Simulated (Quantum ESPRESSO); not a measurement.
A run of Quantum ESPRESSO 7.5:

File pw.in:

```
&CONTROL
  calculation = 'scf'
  prefix = 'pwscf'
  outdir = './tmp'
  pseudo_dir = './pseudo'
  tprnfor = .true.
  disk_io = 'low'
/
&SYSTEM
  ibrav = 0
  celldm(1) = 8
  nat = 1
  ntyp = 1
  ecutwfc = 76
  nbnd = 16
  occupations = 'smearing'
  smearing = 'fd'
  degauss = 0.00367493
/
&ELECTRONS
  conv_thr = 1d-09
  electron_maxstep = 150
  mixing_beta = 0.3
  mixing_mode = 'local-TF'
/
ATOMIC_SPECIES
Au   196.9666 Au.upf
CELL_PARAMETERS alat
  0.6288701462259   0.0000000000000   0.0000000000000
  0.0000000000000   0.6287355032396   0.0000000000000
  0.0000000000000   0.0000000000000   5.6219352207617
ATOMIC_POSITIONS crystal
Au     0.0000000000    0.5000000000    0.2941200000
K_POINTS automatic
10 10 1 0 0 0
```

The input pp_density.in:

```
&INPUTPP
  prefix = 'pwscf'
  outdir = './tmp'
  filplot = 'density.dat'
  plot_num = 0
/
&PLOT
  nfile = 1
  filepp(1) = 'density.dat'
  iflag = 3
  output_format = 6
  fileout = 'density.cube'
/
```

File pp_potential.in:

```
&INPUTPP
  prefix = 'pwscf'
  outdir = './tmp'
  filplot = 'potential.dat'
  plot_num = 11
/
&PLOT
  nfile = 1
  filepp(1) = 'potential.dat'
  iflag = 3
  output_format = 6
  fileout = 'potential.cube'
/
```

The input pp_elf.in:

```
&INPUTPP
  prefix = 'pwscf'
  outdir = './tmp'
  filplot = 'elf.dat'
  plot_num = 8
/
&PLOT
  nfile = 1
  filepp(1) = 'elf.dat'
  iflag = 3
  output_format = 6
  fileout = 'elf.cube'
/
```

Potentials or basis: PseudoDojo 0.4.1 SR PBE standard.

The run is started by

```bash
$ OMP_NUM_THREADS=1 mpirun -n 2 pw.x -nk 2 -in pw.in > pw.out
$ OMP_NUM_THREADS=1 mpirun -n 1 pp.x -in pp_density.in > pp_density.out
$ OMP_NUM_THREADS=1 mpirun -n 1 pp.x -in pp_potential.in > pp_potential.out
$ OMP_NUM_THREADS=1 mpirun -n 1 pp.x -in pp_elf.in > pp_elf.out
```

Hardware: 2 MPI ranks on Arm Neoverse V1, on a shared host.

Question: Estimate the wall time of this run.

Answer: Run time: 110 s on 2 MPI ranks on Arm Neoverse V1, with other jobs on the host, peak memory 0.42 GiB a rank. Counts: scf iterations 15, k pools 2, bands 16, k points 36, g dense 101705.
